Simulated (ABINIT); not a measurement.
P:

```xyz
4
Lattice="1.6477 -5.4650 0.0000 1.6477 5.4650 0.0000 0.0000 0.0000 4.5436" Properties=species:S:1:pos:R:3 pbc="T T T"
P     1.6477   -4.4173    2.6754
P     1.6477    4.4173    1.8683
P     1.6477   -1.0477    0.4035
P     1.6477    1.0477    4.1401
```

| Item | Value |
| --- | --- |
| Program | ABINIT 10.8.3 (patched build) |
| Task | relaxation of cell and atoms |
| Functional | LDA |
| Potentials or basis | PseudoDojo NC SR LDA v0.4.1 standard |
| Cutoff | 653 eV |
| k mesh | 6 × 6 × 4 |
| Occupations | fermi-dirac, width 0.05 eV |
| Spin | no spin polarisation |

At the start: pressure -2.2 GPa; volume 20.46 Å³/atom.

Q: Where does the relaxation end?

A: Over 20 steps the energy falls by 39.5 meV/atom and the volume is 17.04 Å³/atom (-16.7 %); space group Cmce (No. 64, to 0.05 Å).

The path:
```csv
step,energy change (eV),largest force (eV/Å),pressure (GPa),volume (Å³)
1,0.0000,0.1850,-2.24,81.83
2,-0.0086,0.1949,-1.84,81.27
3,-0.0350,0.3353,0.50,78.05
4,-0.0411,0.3220,0.61,77.56
5,-0.0884,0.1651,0.41,73.20
6,-0.1026,0.1974,-0.13,72.18
7,-0.1295,0.2690,-0.95,70.39
8,-0.1477,0.2261,-1.05,69.15
9,-0.1567,0.0955,-0.60,68.45
10,-0.1579,0.0236,-0.17,68.20
11,-0.1580,0.0112,-0.02,68.15
12,-0.1580,0.0075,0.00,68.15
13,-0.1580,0.0029,0.01,68.14
14,-0.1580,0.0010,0.00,68.15
15,-0.1580,0.0005,0.00,68.15
16,-0.1580,0.0003,0.00,68.15
17,-0.1580,0.0004,-0.01,68.15
18,-0.1580,0.0006,-0.01,68.15
19,-0.1580,0.0005,0.00,68.15
20,-0.1580,0.0001,0.00,68.15
```

Final structure:
```cif
data_structure
_symmetry_space_group_name_H-M 'P 1'
_symmetry_Int_Tables_number 1
_cell_length_a 5.3065
_cell_length_b 5.3065
_cell_length_c 4.0433
_cell_angle_alpha 90.000
_cell_angle_beta 90.000
_cell_angle_gamma 143.232
_cell_volume 68.15
loop_
_atom_site_label
_atom_site_type_symbol
_atom_site_fract_x
_atom_site_fract_y
_atom_site_fract_z
_atom_site_occupancy
P1 P 0.89254 0.10746 0.56806 1
P2 P 0.10746 0.89254 0.43194 1
P3 P 0.60746 0.39254 0.06806 1
P4 P 0.39254 0.60746 0.93194 1
```

Caveat: the volume moved by over 15 % at a fixed basis, so the end points are rough.
